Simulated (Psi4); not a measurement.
# CH5BO2 (SMILES COBO): levels of theory compared

Aim: a comparison of 3 runs (BLYP/cc-pVDZ, SVWN5/cc-pVDZ, wB97M-V/cc-pVDZ) of CH5BO2. 

The results are computed with Psi4 1.11.

1 further run of the same task is left out (it didn't finish). Runs told in other sessions of the task aren't counted.

**1. The system as given**

CH5BO2: 9 atoms, total charge 0, spin state singlet. SMILES: `COBO`. One bond was lengthened or shortened from a relaxed shape.

Bond lengths: C1–O2 1.410 Å, O2–B3 1.356 Å, B3–O4 1.356 Å, C1–H5 1.094 Å, C1–H6 1.092 Å, C1–H7 1.256 Å, B3–H8 1.199 Å, O4–H9 0.962 Å. Some angles: C1–O2–B3 121.7°, O2–B3–O4 119.6°, O2–C1–H5 111.5°, O2–C1–H6 109.2°, O2–C1–H7 109.3°, O2–B3–H8 121.8°, O4–B3–H8 118.6°, B3–O4–H9 112.1°, H5–C1–H6 109.1°, H5–C1–H7 109.0°.

**2. A single-point energy at BLYP/cc-pVDZ (run 1)**

ch5bo2.dat

```
memory 2.2 GB

molecule mol {
  C      0.405793     0.726058    -0.981753
  O      0.010493     0.378958     0.326647
  B     -0.010907    -0.909942     0.747247
  O     -0.400607    -1.194342     2.014147
  H      0.692093    -0.155642    -1.561953
  H      1.255393     1.410558    -0.930553
  H     -0.544800     1.307500    -1.561700
  H      0.307893    -1.814242     0.028047
  H     -0.634907    -0.402142     2.507847
  symmetry c1
  no_reorient
  no_com
}

set basis cc-pVDZ
set puream true
set e_convergence 1e-09
set d_convergence 1e-08
set scf_type pk
set dft_radial_points 99
set dft_spherical_points 590

energy_value, wavefunction = energy("blyp", return_wfn=True)
```

Started as:

```
$ psi4 -n 1 ch5bo2.dat ch5bo2.out
```

ch5bo2.out:

```text
[...]
  Running in c1 symmetry.
[...]
  Nuclear repulsion =  114.831905604449460
[...]
  Multiplicity = 1
[...]
  Nalpha       = 16
  Nbeta        = 16
[...]
    Number of basis functions: 81
[...]
   @RKS iter   1:  -216.04088543589194   -2.49079e-01   1.15271e-02 DIIS/ADIIS
[...]
   @RKS iter  12:  -216.42766627874514   -8.81073e-13   2.91705e-09 DIIS
[...]
  @RKS Final Energy:  -216.42766627874514
   => Energetics <=
    Nuclear Repulsion Energy =            114.8319056044494602
    One-Electron Energy =                -522.3717161797271729
    Two-Electron Energy =                 219.6139989508166650
    DFT Exchange-Correlation Energy =     -28.5018546542840809
    Empirical Dispersion Energy =           0.0000000000000000
    VV10 Nonlocal Energy =                  0.0000000000000000
    Total Energy =                       -216.4276662787451357
[...]
 Multipole Moments:
 ------------------------------------------------------------------------------------
     Multipole            Electronic (a.u.)      Nuclear  (a.u.)        Total (a.u.)
 ------------------------------------------------------------------------------------
 L = 1.  Multiply by 2.5417464519 to convert [e a0] to [Debye]
 Dipole X            :         -0.5687614            0.6330261            0.0642647
 Dipole Y            :         12.6124904          -12.0383151            0.5741753
 Dipole Z            :        -28.6516605           28.4474779           -0.2041826
 Magnitude           :                                                    0.6127787
[...]
```

Wall time 19 s (1 thread of Intel Xeon Platinum 8259CL at 2.50GHz (Skylake/Cascade Lake), shared host); peak memory 1.4 GiB.

**3. The energy at SVWN5/cc-pVDZ (run 2)**

job.inp

```
memory 2.2 GB

molecule {
  0 1
  C      0.76683763     1.37205077    -1.85524429
  O      0.01982890     0.71612683     0.61727337
  B     -0.02061124    -1.71954117     1.41209218
  O     -0.75703751    -2.25697928     3.80618620
  H      1.30786622    -0.29412075    -2.95166339
  H      2.37234895     2.66556830    -1.75849031
  H     -1.02952279     2.47081691    -2.95118529
  H      0.58183345    -3.42842050     0.05300115
  H     -1.19980034    -0.75993824     4.73914399
  units bohr
  symmetry c1
  no_reorient
  no_com
}

set globals {
  basis                cc-pVDZ
  reference            rks
  puream               true
  e_convergence        1e-09
  d_convergence        1e-08
  scf_type             pk
  dft_radial_points    99
  dft_spherical_points 590
}

E, wfn = energy('scf', dft_functional={"name": "SVWN5", "x_functionals": {"LDA_X": {}}, "c_functionals": {"LDA_C_VWN": {}}}, return_wfn=True)
oeprop(wfn, 'DIPOLE', 'MULLIKEN_CHARGES', 'QUADRUPOLE')
```

Started as:

```
$ psi4 job.inp job.out -n 1
```

job.out:

```text
[...]
  Running in c1 symmetry.
[...]
  Nuclear repulsion =  114.831905757648286
[...]
  Multiplicity = 1
[...]
  Nalpha       = 16
  Nbeta        = 16
[...]
    Number of basis functions: 81
[...]
   @RKS iter   1:  -214.38205991449141   -2.10184e-01   1.10753e-02 ADIIS/DIIS
[...]
   @RKS iter  12:  -214.74779861762511   -1.19371e-12   3.57493e-09 DIIS
[...]
  @RKS Final Energy:  -214.74779861762511
   => Energetics <=
    Nuclear Repulsion Energy =            114.8319057576482862
    One-Electron Energy =                -522.2590539393911513
    Two-Electron Energy =                 219.4391853896469797
    DFT Exchange-Correlation Energy =     -26.7598358255292368
    Empirical Dispersion Energy =           0.0000000000000000
    VV10 Nonlocal Energy =                  0.0000000000000000
    Total Energy =                       -214.7477986176251079
[...]
 Multipole Moments:
 ------------------------------------------------------------------------------------
     Multipole            Electronic (a.u.)      Nuclear  (a.u.)        Total (a.u.)
 ------------------------------------------------------------------------------------
 L = 1.  Multiply by 2.5417464519 to convert [e a0] to [Debye]
 Dipole X            :         -0.5801920            0.6330262            0.0528342
 Dipole Y            :         12.6487448          -12.0383151            0.6104296
 Dipole Z            :        -28.6715496           28.4474779           -0.2240718
 Magnitude           :                                                    0.6523986
 L = 2.  Multiply by 1.3450342976 to convert [e a0^2] to [Debye ang]
 Quadrupole XX       :        -35.9880666           18.2948774          -17.6931892
 Quadrupole XY       :        -22.6305396           22.5848239           -0.0457158
[...]
```

Wall time 17 s (1 thread of Intel Xeon Platinum 8259CL at 2.50GHz (Skylake/Cascade Lake), shared host); peak memory 0.61 GiB.

**4. A single-point energy at wB97M-V/cc-pVDZ (run 3)**

ch5bo2.xyz

```xyz
9
CH5BO2
C      0.405793     0.726058    -0.981753
O      0.010493     0.378958     0.326647
B     -0.010907    -0.909942     0.747247
O     -0.400607    -1.194342     2.014147
H      0.692093    -0.155642    -1.561953
H      1.255393     1.410558    -0.930553
H     -0.544800     1.307500    -1.561700
H      0.307893    -1.814242     0.028047
H     -0.634907    -0.402142     2.507847
```

job.py

```python
import psi4

psi4.set_memory(2200000000)
psi4.set_num_threads(1)
psi4.core.set_output_file('run.log', False)

with open('ch5bo2.xyz') as f:
    atoms = ''.join(f.readlines()[2:])
geom = psi4.geometry('0 1\n' + atoms + 'symmetry c1')

options = {'basis': 'cc-pVDZ', 'puream': True, 'e_convergence': 1e-09, 'd_convergence': 1e-08, 'scf_type': 'pk', 'dft_radial_points': 99, 'dft_spherical_points': 590}
psi4.set_options(options)

energy_value = psi4.energy('wb97m-v')
print(f'total energy {energy_value:.8f} hartree = {energy_value * 27.211386:.5f} eV')
```

Started as:

```
$ python job.py
```

run.log:

```text
[...]
  Running in c1 symmetry.
[...]
  Nuclear repulsion =  114.831905604449460
[...]
  Multiplicity = 1
[...]
  Nalpha       = 16
  Nbeta        = 16
[...]
    Number of basis functions: 81
[...]
   @RKS iter   1:  -216.24793839665924   -7.78419e-01   7.70526e-03 DIIS/ADIIS
[...]
   @RKS iter  11:  -216.41128538683219   -2.07478e-11   7.55224e-09 DIIS
[...]
  @RKS Final Energy:  -216.41128538683219
   => Energetics <=
    Nuclear Repulsion Energy =            114.8319056044494602
    One-Electron Energy =                -522.2125731553933292
    Two-Electron Energy =                 211.0602275600686824
    DFT Exchange-Correlation Energy =     -20.2196581800151840
    Empirical Dispersion Energy =           0.0000000000000000
    VV10 Nonlocal Energy =                  0.1288127840581859
    Total Energy =                       -216.4112853868321906
[...]
 Multipole Moments:
 ------------------------------------------------------------------------------------
     Multipole            Electronic (a.u.)      Nuclear  (a.u.)        Total (a.u.)
 ------------------------------------------------------------------------------------
 L = 1.  Multiply by 2.5417464519 to convert [e a0] to [Debye]
 Dipole X            :         -0.9618136            1.0422698            0.0804562
 Dipole Y            :         -1.4887462            2.0610278            0.5722816
 Dipole Z            :          3.8760444           -4.1421065           -0.2660621
 Magnitude           :                                                    0.6362142
[...]
```

The script printed:

```text
total energy -216.41128539 hartree = -5888.85102 eV
```

Run time: 4.2 min. Hardware: 1 thread of Intel Xeon Platinum 8259CL at 2.50GHz (Skylake/Cascade Lake), shared host; peak memory 1.2 GiB.

**5. The series**

```tsv
run	level	energy (Eh)	dipole moment (D)	HOMO energy (eV)	LUMO energy (eV)	wall time
1	BLYP/cc-pVDZ	-216.427666	1.56	-6.61	0.46	19 s
2	SVWN5/cc-pVDZ	-214.747799	1.66	-6.87	0.11	17 s
3	wB97M-V/cc-pVDZ	-216.411285	1.62	-10.68	3.42	4.2 min
```

**6. Results**

| quantity | value |
| --- | --- |
| run 3: total energy | -216.41129 Eh |
| run 3: dipole moment | 1.62 D |
| run 3: HOMO energy | -10.68 eV |
| run 3: LUMO energy | 3.42 eV |
| run 3: HOMO–LUMO gap | 14.10 eV |

In words: The dipole moment (its size) runs from 1.56 D (BLYP/cc-pVDZ) to 1.66 D (SVWN5/cc-pVDZ). The HOMO–LUMO gap runs from 6.98 eV (SVWN5/cc-pVDZ) to 14.10 eV (wB97M-V/cc-pVDZ). Totals of different functionals can't be ranked against each other. All runs together took 4.8 min, the longest 4.2 min.
